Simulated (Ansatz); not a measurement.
Below is the output of a Python script on Ansatz 0.2.0 through its Python package that makes an equation of state with a fit of GdIn, space group P4/mmm. Write a script that gives it. Use (first run): PBEsol, PAW, cutoff 510 eV, 8×8×8 k-points, Fermi-Dirac smearing of 0.1 eV, collinear spin, D3BJATM dispersion.

```cif
data_structure
_symmetry_space_group_name_H-M 'P 1'
_symmetry_Int_Tables_number 1
_cell_length_a 3.8300
_cell_length_b 3.8300
_cell_length_c 3.6400
_cell_angle_alpha 90.000
_cell_angle_beta 90.000
_cell_angle_gamma 90.000
_cell_volume 53.39
loop_
_atom_site_label
_atom_site_type_symbol
_atom_site_fract_x
_atom_site_fract_y
_atom_site_fract_z
_atom_site_occupancy
Gd1 Gd 0.00000 0.00000 0.00000 1
In1 In 0.50000 0.50000 0.50000 1
```

Output of `python eos_gdin.py`:
```text
V =  24.0277 A^3/atom  F = -7377.69545 eV/atom  P =    3.174 GPa
V =  24.6951 A^3/atom  F = -7377.70436 eV/atom  P =    1.150 GPa
V =  25.3625 A^3/atom  F = -7377.70541 eV/atom  P =   -0.604 GPa
V =  26.0300 A^3/atom  F = -7377.69965 eV/atom  P =   -2.124 GPa
V =  26.6974 A^3/atom  F = -7377.68799 eV/atom  P =   -3.441 GPa
V =  27.3648 A^3/atom  F = -7377.67123 eV/atom  P =   -4.578 GPa
V =  28.0323 A^3/atom  F = -7377.65007 eV/atom  P =   -5.558 GPa
V =  28.6997 A^3/atom  F = -7377.62511 eV/atom  P =   -6.403 GPa
V =  29.3671 A^3/atom  F = -7377.59688 eV/atom  P =   -7.130 GPa
V0 = 25.1208 A^3/atom, B0 = 64.8 GPa, dB/dP = 4.49
```

One script that gives this output:

`eos_gdin.py`:
```python
from dataclasses import dataclass
import warnings

import ansatz
import numpy as np


@dataclass(frozen=True)
class Options:
    xc: str = "pbesol"
    vdw: str = "d3bjatm"
    ecut: int = 510
    filling: str = "fermi_dirac"
    smearing_width: float = 0.1
    scf_tol: float = 1e-09
    mesh: tuple[int, ...] = (8, 8, 8)


cfg = Options()

VECTORS = np.array([
    [3.83, 0.0, 0.0],
    [0.0, 3.83, 0.0],
    [0.0, 0.0, 3.64],
])
SITES = [
    ("Gd", [0.0, 0.0, 0.0], 9.1),
    ("In", [0.5, 0.5, 0.5], 0.0),
]


def make_crystal(cell):
    crystal = ansatz.Crystal(lattice=ansatz.Lattice.of(cell))
    for symbol, position, moment in SITES:
        crystal = crystal.atom(symbol, position, moment=moment or None)
    return crystal


def main() -> None:
    warnings.simplefilter("ignore", ansatz.DeckWarning)

    volumes, energies, pressures = [], [], []
    for scale in np.linspace(0.9, 1.1, 9):
        cell = VECTORS * scale ** (1 / 3)
        base = (
            make_crystal(cell).calculation()
            .functional(cfg.xc, dispersion=cfg.vdw)
            .basis(cfg.ecut)
            .occupations(cfg.filling, width=cfg.smearing_width)
            .spin("collinear")
            .scf(tolerance=cfg.scf_tol)
            .kpoints(*cfg.mesh)
            .stress()
        )
        rep = base.run().report
        volumes.append(abs(np.linalg.det(cell)) / len(SITES))
        energies.append(rep["free_energy_ev"] / len(SITES))
        pressures.append(np.trace(rep["stress_gpa"]) / 3)
        print(f"V = {volumes[-1]:8.4f} A^3/atom  F = {energies[-1]:.5f} eV/atom  P = {pressures[-1]:8.3f} GPa")

    x = np.array(volumes) ** (-2 / 3)
    poly = np.polynomial.Polynomial.fit(x, energies, 3).convert()
    roots = poly.deriv().roots()
    x0 = min((r.real for r in roots if abs(r.imag) < 1e-9 and poly.deriv(2)(r.real) > 0), key=lambda r: abs(r - x.mean()))
    v0 = x0 ** -1.5
    b0 = 4 / 9 * poly.deriv(2)(x0) * v0 ** (-7 / 3) * 160.21766
    b1 = 4 + 2 / 3 * x0 * poly.deriv(3)(x0) / poly.deriv(2)(x0)
    print(f"V0 = {v0:.4f} A^3/atom, B0 = {b0:.1f} GPa, dB/dP = {b1:.2f}")


if __name__ == "__main__":
    main()
```

A third-order Birch-Murnaghan fit through the 9 points has its minimum at 25.12 Å³ an atom, 5.9 % below the typed cell, with a bulk modulus of 65 GPa and dB/dP = 4.5. From that minimum the energy rises by 10.4 meV an atom on the compressed side and 109.0 meV on the expanded side. The window is off centre, so dB/dP is rough.

Caveats:
- Absolute energies stand on the zero of these potentials, so only differences at equal settings mean something.
- Open f shells: without a Hubbard U, without spin-orbit coupling; the state reached hangs on the start and needn't be the lowest.
- Shape and fractional positions are held along the curve, so the bulk modulus is an upper value where they are free to relax.
- Dispersion corrections can be off by several per cent in the lattices of metals, and by several GPa in the pressure at a fixed cell.
- The program warned that this SCF threshold is loose for forces or stresses.
- Pressure is positive in compression.
- The structure is a deposited one; some such entries were measured under pressure or heat, so a shift against it needn't be the functional's error alone.
- The script silences the warnings on its input, which a real study should read.
- It ran for 3.1 min on 1 thread of Intel(R) Xeon(R) Platinum 8259CL CPU @ 2.50GHz (Skylake/Cascade Lake), with other jobs on the host, peak memory 0.64 GiB.
